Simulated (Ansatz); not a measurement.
**C₂HCl₃Sn: basis-set convergence**

An exercise on one series of results from a longer session: the logs are not shown, and one member is left open.

Program: Ansatz 0.2.0, Gaussian basis. Level of theory: one geometry, several basis sets. These are calculated values, not measurements.

The runs, in order: PBE0-D4/def2-SVP; ωB97M-V/def2-SVP; PBE0-D4/def2-QZVPP; ωB97M-V/def2-QZVPP; the functionals' def2-TZVPP values are taken from earlier runs.

## Structure used throughout

The geometry comes from an earlier relaxation with PBE0-D4 in a triple-zeta def2 set; it is a stationary point, not always the lowest conformer. Sn takes the def2 core potential; no spin-orbit term is included.

7 atoms, charge 0, spin multiplicity 1.

Atoms are counted from 1 here; the program's logs count them from 0.

Bond lengths: C1–C2 1.204 Å, C1–H7 1.067 Å, C2–Sn3 2.048 Å, Sn3–Cl4 2.293 Å, Sn3–Cl5 2.293 Å, Sn3–Cl6 2.293 Å. Angles: C2–C1–H7 180.0°, C1–C2–Sn3 179.9°, C2–Sn3–Cl4 110.8°, C2–Sn3–Cl5 110.8°, C2–Sn3–Cl6 110.8°, Cl4–Sn3–Cl5 108.1°, Cl4–Sn3–Cl6 108.1°, Cl5–Sn3–Cl6 108.1°.

Coordinates:

```mol
C2HCl3Sn
  3D, bonds by distance, orders not assigned

  7  6  0  0  0  0  0  0  0  0999 V2000
    1.6258   -1.4026    0.6278 C   0  0
    0.7517   -0.6488    0.2855 C   0  0
   -0.7358    0.6319   -0.2984 Sn  0  0
   -2.5464   -0.5318   -1.0903 Cl  0  0
   -0.0009    2.0277   -1.9632 Cl  0  0
   -1.4337    1.9262    1.4616 Cl  0  0
    2.4004   -2.0706    0.9311 H   0  0
  1  2  8  0
  2  3  8  0
  3  4  8  0
  3  5  8  0
  3  6  8  0
  1  7  8  0
M  END
```

Set-up of the first run:

in.yaml reads:

```yaml
crystal:
  periodic: [false, false, false]
  atoms:
    - {symbol: C, position_ang: [1.625815, -1.402648, 0.627789]}
    - {symbol: C, position_ang: [0.751747, -0.648785, 0.285534]}
    - {symbol: Sn, position_ang: [-0.735758, 0.631918, -0.298358]}
    - {symbol: Cl, position_ang: [-2.546416, -0.531824, -1.090275]}
    - {symbol: Cl, position_ang: [-0.000872, 2.027712, -1.963156]}
    - {symbol: Cl, position_ang: [-1.433653, 1.926226, 1.461625]}
    - {symbol: H, position_ang: [2.400434, -2.070600, 0.931140]}
basis:
  gaussian: {orbitals: def2-SVP}
hamiltonian: {xc: pbe0, dispersion: d4}
output: {orbitals: {seedname: orbitals}}
```

Among the steps run: PBE0-D4 in def2-SVP; ωB97M-V in def2-SVP; PBE0-D4 in def2-QZVPP; ωB97M-V in def2-QZVPP.

One of the session's tables, all rows but one given; the rest of the session is left out.

It belongs to the step «Density functionals: the series». 

```
functional       basis  HOMO (eV)  LUMO (eV)
   PBE0-D4    def2-SVP      -9.13      -2.14
   PBE0-D4  def2-TZVPP      -9.19      -2.30
   PBE0-D4  def2-QZVPP      -9.20      -2.34
   ωB97M-V    def2-SVP          ?          ?
   ωB97M-V  def2-TZVPP     -11.47      -0.20
   ωB97M-V  def2-QZVPP     -11.48      -0.30
```

Estimate the missing values for ωB97M-V, def2-SVP.

The run gave: HOMO (eV): -11.37; LUMO (eV): 0.06. In the column «HOMO (eV)» it lies between ωB97M-V, def2-TZVPP (-11.47) and PBE0-D4, def2-QZVPP (-9.20).
